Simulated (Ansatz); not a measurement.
**Al2CdPt4: one run, from forces to fields**

One self-consistent run on Al2CdPt4 (a borrowed structure type, volume estimated), nothing relaxed, to see gap or metal, charges, bonding, and the stress on the cell.

All numbers below are computed with Ansatz 0.2.0 (DFT, PBE, no spin polarisation, plane waves, PAW).

### 1 Geometry

The structure is tetragonal, space group I-4 (No. 82). The conventional cell has a = 5.254 Å, b = 5.254 Å, c = 9.744 Å, α = 90.00°, β = 90.00°, γ = 90.00°. Around Pt (site symmetry 1) lie 2 Al at 2.22 to 2.23 Å and 1 Cd at 2.28 Å. Around Cd (site symmetry -4) lie 4 Pt at 2.28 Å. Al (site symmetry -4) is surrounded by 4 Pt at 2.23 Å. Al (site symmetry -4) is surrounded by 4 Pt at 2.22 Å.

Its coordinates follow in the input file.

Its first density is an earlier solution for the same cell, read from a checkpoint.

### 2 Self-consistent run

The input, input.yaml:

```yaml
crystal:
  lattice:
    - [0.0, 5.253603, 0.0]
    - [5.253603, 0.0, 0.0]
    - [2.626802, 2.626802, -4.872141]
  atoms:
    - { symbol: Pt, position: [0.37, 0.38, 0.74] }
    - { symbol: Pt, position: [0.62, 0.11, 0.26] }
    - { symbol: Pt, position: [0.89, 0.88, 0.74] }
    - { symbol: Pt, position: [0.12, 0.63, 0.26] }
    - { symbol: Cd, position: [0.5, 0.5, 0.0] }
    - { symbol: Al, position: [0.75, 0.25, 0.5] }
    - { symbol: Al, position: [0.0, 0.0, 0.0] }
  symmetry: { tolerance: 0.0003 }
kpoints:
  mp_grid: { grid: [7, 7, 7], shift: [0, 0, 0] }
  band_path:
    path:
      - [0.0, 0.0, 0.0]
      - [0.5, -0.5, 0.0]
      - [0.5, -0.5, 0.25]
      - [0.0, -0.5, 0.0]
      - [0.0, 0.0, 0.0]
      - [0.0, 0.0, 0.5]
      - [0.0, -0.35466011, 0.32266994]
      - [0.0, -0.64533989, -0.32266994]
      - [0.0, 0.0, 0.0]
      - [0.5, -0.5, 0.0]
      - [0.35466011, -0.64533989, -0.14533989]
    npoints: 6
magnetization:
  spin_polarized: false
scf:
  occupations: { method: gaussian, width: 0.2445 }
  lower_state_search: "off"
  max_iter: 200
hamiltonian:
  pseudopotentials: { kind: paw }
  xc: pbe
basis:
  ecutwfc: 420
  fft_grid_basis: typed
output:
  forces: true
  stress: true
  eigenvalues: true
  bader: true
  populations: true
  elf: true
  write_potential: true
  volumetric_format: npy
  dos:
    e_range: [-12, 8]
    de: 0.05
    projected: { site_lists: { Al: [Al], Cd: [Cd], Pt: [Pt] } }
checkpoint:
  read: saved_state
```

Q: Predict the outcome of this session. Wanted: largest force; pressure; character; Bader charges.

**Answer**, as computed:

| quantity | value |
| --- | --- |
| largest force | 5.823 eV/Å on Pt |
| pressure | 34.4 GPa |
| formation energy (elements from separate runs) | 0.82 eV/atom |
| character | metal |
| density of states, mean within 0.25 eV of the Fermi level | 2.1 per eV per cell |
| Bader charges | Pt -1.19, Cd +0.49, Al +2.13 to +2.15 e |

What this shows: The cell is metallic; within 0.25 eV of the Fermi level the density of states averages 2.1 per eV per cell, mostly Pt d (38 %), Pt s (28 %) and Al p (16 %). Forces reach 5.8 eV/Å, so the geometry is far from rest and the levels are not those of the relaxed cell. The atoms are not at rest: the largest force, 5.82 eV/Å, acts on Pt. The geometry is far from any minimum; its shortest contact is 2.22 Å. The pressure of 34.4 GPa says the cell is too small, and unequal principal stresses would change its shape. Against the elements' reference phases (Pt fcc, Cd hcp, Al fcc; separate runs with the same functional) the formation energy is 0.82 eV per atom, so at this geometry it is not bound against them.

Keep in mind: wide smearing.
